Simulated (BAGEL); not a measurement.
# AlSi2H5O (SMILES [SiH3][Al]1[O][SiH2]1): HF/3-21G (density fitting with qzvpp-jkfit)

Aim: the energy change on altering one bond length of AlSi2H5O at HF/3-21G (density fitting with qzvpp-jkfit), from 2 runs. 

The calculation is run with BAGEL 1.2.2.

## Step 1: The molecule

AlSi2H5O has 9 atoms, charge 0, and is taken as a singlet. SMILES: `[SiH3][Al]1[O][SiH2]1`. The coordinates come from a PBE0-D4/def2-TZVP relaxation.

Bond lengths: Si1–Al2 2.450 Å, Al2–O3 1.745 Å, Al2–Si4 2.280 Å, O3–Si4 1.688 Å, Si1–H5 1.488 Å, Si1–H6 1.489 Å, Si1–H7 1.487 Å, Si4–H8 1.490 Å, Si4–H9 1.490 Å. Some angles: Si1–Al2–O3 129.7°, Si1–Al2–Si4 177.0°, O3–Al2–Si4 47.3°, Al2–O3–Si4 83.2°, Al2–Si4–O3 49.5°, Al2–Si1–H5 109.6°, Al2–Si1–H6 109.4°, Al2–Si1–H7 111.5°, Al2–Si4–H8 126.2°, Al2–Si4–H9 126.3°.

## Step 2: A single-point energy at HF/3-21G (density fitting with qzvpp-jkfit)

Input file hf.json:

```json
{ "bagel" : [

{
  "title" : "molecule",
  "basis" : "3-21g",
  "df_basis" : "qzvpp-jkfit",
  "angstrom" : true,
  "geometry" : [
    { "atom" : "Si", "xyz" : [   -0.652900,    1.717100,   -1.334700 ] },
    { "atom" : "Al", "xyz" : [   -0.124900,   -0.148900,    0.162800 ] },
    { "atom" : "O", "xyz" : [    1.392700,   -0.965300,    0.434300 ] },
    { "atom" : "Si", "xyz" : [    0.478600,   -1.877700,    1.520900 ] },
    { "atom" : "H", "xyz" : [   -1.763800,    1.326700,   -2.244900 ] },
    { "atom" : "H", "xyz" : [   -1.100100,    2.886400,   -0.529300 ] },
    { "atom" : "H", "xyz" : [    0.526500,    2.112800,   -2.150200 ] },
    { "atom" : "H", "xyz" : [    0.403300,   -3.327600,    1.187000 ] },
    { "atom" : "H", "xyz" : [    0.929000,   -1.770000,    2.936900 ] }
  ]
},
{ "title" : "hf" },
{ "title" : "print", "file" : "orbitals.molden", "orbitals" : true }

]}
```

Started as:

```
$ BAGEL_NUM_THREADS=1 BAGEL hf.json > hf.out
```

Log:

```text
* using 1 threads per process

  ===============================================================
  ===============================================================

  *** Geometry ***

  { "atom" : "Si", "xyz" : [     -1.233802,      3.244849,     -2.522217 ] },
  { "atom" : "Al", "xyz" : [     -0.236027,     -0.281380,      0.307647 ] },
  { "atom" : "O", "xyz" : [      2.631822,     -1.824153,      0.820708 ] },
  { "atom" : "Si", "xyz" : [      0.904423,     -3.548339,      2.874084 ] },
  { "atom" : "H", "xyz" : [     -3.333099,      2.507100,     -4.242246 ] },
  { "atom" : "H", "xyz" : [     -2.078888,      5.454505,     -1.000232 ] },
  { "atom" : "H", "xyz" : [      0.994941,      3.992613,     -4.063289 ] },
  { "atom" : "H", "xyz" : [      0.762127,     -6.288253,      2.243105 ] },
  { "atom" : "H", "xyz" : [      1.755556,     -3.344815,      5.549937 ] },

  Number of auxiliary basis functions:      551

  Since a DF basis is specified, we compute 2- and 3-index integrals:
    o Being stored without compression. Storage requirement is 0.015 GB

  Number of basis functions:       58
  Number of electrons      :       54

    * METHOD: MOLECULE                             0.21

  *** RHF ***

  === Nuclear Repulsion ===
   235.0134388000

      * DIIS with orbital gradients will be used.

  === RHF iteration (3-21g) ===
      0       -892.51751406          0.02583914           0.06
      1       -892.57702086          0.02595363           0.05
      2       -892.73619843          0.00157099           0.05
      3       -892.73817887          0.00029164           0.05
      4       -892.73826840          0.00008928           0.05
      5       -892.73827734          0.00002958           0.05
      6       -892.73827851          0.00000999           0.05
      7       -892.73827864          0.00000192           0.05
      8       -892.73827864          0.00000092           0.06
      9       -892.73827864          0.00000027           0.05
     10       -892.73827864          0.00000009           0.05
     11       -892.73827864          0.00000003           0.05
     12       -892.73827864          0.00000001           0.05
     13       -892.73827864          0.00000000           0.05
    * SCF iteration converged.

    * Permanent dipole moment:
           (    0.995175,    -0.398800,     0.059034) a.u.

    * METHOD: HF                                   0.88

    * METHOD: PRINT                                0.01

  ===============================================================
```

Run time: 1.2 s. Hardware: 1 thread of Arm Neoverse V2, shared host; peak memory 0.1 GiB.

## Step 3: The distorted shape at the same level

Input file job.json:

```json
{ "bagel": [

{
  "title": "molecule",
  "basis": "3-21g",
  "df_basis": "qzvpp-jkfit",
  "angstrom": "true",
  "geometry": [
    { "atom": "Si", "xyz": [      -0.562538,       3.457018,      -0.934011 ] },
    { "atom": "Al", "xyz": [      -0.034538,       1.591018,       0.563489 ] },
    { "atom": "O", "xyz": [       1.483062,       0.774618,       0.834989 ] },
    { "atom": "Si", "xyz": [       0.568962,      -0.137782,       1.921589 ] },
    { "atom": "H", "xyz": [      -1.673438,       3.066618,      -1.844211 ] },
    { "atom": "H", "xyz": [      -1.009738,       4.626318,      -0.128611 ] },
    { "atom": "H", "xyz": [       0.616862,       3.852718,      -1.749511 ] },
    { "atom": "H", "xyz": [       0.403300,      -3.327600,       1.187000 ] },
    { "atom": "H", "xyz": [       1.019362,      -0.030082,       3.337589 ] }
  ]
},

{
  "title": "hf",
  "charge": 0
},

{
  "title": "print",
  "file": "orbitals.molden",
  "orbitals": "true"
}

]}
```

Started as:

```
$ BAGEL_NUM_THREADS=1 BAGEL job.json > job.out
```

Log:

```text
* using 1 threads per process

  ===============================================================
  ===============================================================

  *** Geometry ***

  { "atom" : "Si", "xyz" : [     -1.063043,      6.532817,     -1.765025 ] },
  { "atom" : "Al", "xyz" : [     -0.065267,      3.006588,      1.064840 ] },
  { "atom" : "O", "xyz" : [      2.802581,      1.463816,      1.577901 ] },
  { "atom" : "Si", "xyz" : [      1.075182,     -0.260370,      3.631277 ] },
  { "atom" : "H", "xyz" : [     -3.162340,      5.795068,     -3.485054 ] },
  { "atom" : "H", "xyz" : [     -1.908128,      8.742474,     -0.243040 ] },
  { "atom" : "H", "xyz" : [      1.165700,      7.280582,     -3.306097 ] },
  { "atom" : "H", "xyz" : [      0.762127,     -6.288253,      2.243105 ] },
  { "atom" : "H", "xyz" : [      1.926315,     -0.056847,      6.307129 ] },

  Number of auxiliary basis functions:      551

  Since a DF basis is specified, we compute 2- and 3-index integrals:
    o Being stored without compression. Storage requirement is 0.015 GB

  Number of basis functions:       58
  Number of electrons      :       54

    * METHOD: MOLECULE                             0.21

  *** RHF ***

  === Nuclear Repulsion ===
   230.6671584518

      * DIIS with orbital gradients will be used.

  === RHF iteration (3-21g) ===
      0       -892.29578170          0.02652998           0.05
      1       -892.38732934          0.02611212           0.05
      2       -892.54632561          0.00223868           0.05
      3       -892.55005373          0.00105077           0.05
      4       -892.55105774          0.00032528           0.05
      5       -892.55124319          0.00013551           0.05
      6       -892.55127988          0.00005184           0.05
      7       -892.55128488          0.00001845           0.05
      8       -892.55128527          0.00000860           0.06
      9       -892.55128533          0.00000347           0.05
     10       -892.55128535          0.00000111           0.05
     11       -892.55128535          0.00000043           0.05
     12       -892.55128535          0.00000022           0.05
     13       -892.55128535          0.00000010           0.06
     14       -892.55128535          0.00000004           0.06
     15       -892.55128535          0.00000001           0.06
     16       -892.55128535          0.00000001           0.05
    * SCF iteration converged.

    * Permanent dipole moment:
           (    0.987034,    -2.007329,     0.054713) a.u.

    * METHOD: HF                                   1.04

    * METHOD: PRINT                                0.01

  ===============================================================
```

It took 1.4 s on 1 thread of Arm Neoverse V2, shared host; peak memory 0.1 GiB.

## Step 4: Summary of results

At HF/3-21G (density fitting with qzvpp-jkfit):

| quantity | value |
| --- | --- |
| first shape: total energy | -892.73828 Eh |
| first shape: dipole moment | 2.73 D |
| first shape: HOMO energy | -8.50 eV |
| first shape: LUMO energy | 1.07 eV |
| first shape: HOMO–LUMO gap | 9.56 eV |
| distorted shape: total energy | -892.55129 Eh |
| distorted shape: dipole moment | 5.69 D |
| distorted shape: HOMO energy | -6.97 eV |
| distorted shape: LUMO energy | -0.70 eV |
| distorted shape: HOMO–LUMO gap | 6.26 eV |
| energy change with the Si4–H8 bond stretched from 1.490 to 3.277 Å | 5.088 eV |

What this shows: With the Si4–H8 bond stretched from 1.490 to 3.277 Å the energy rises by 5.09 eV (491 kJ/mol). The first shape isn't relaxed at this level, so the change isn't measured from a minimum. A restricted reference can't describe the breaking bond well at this length.
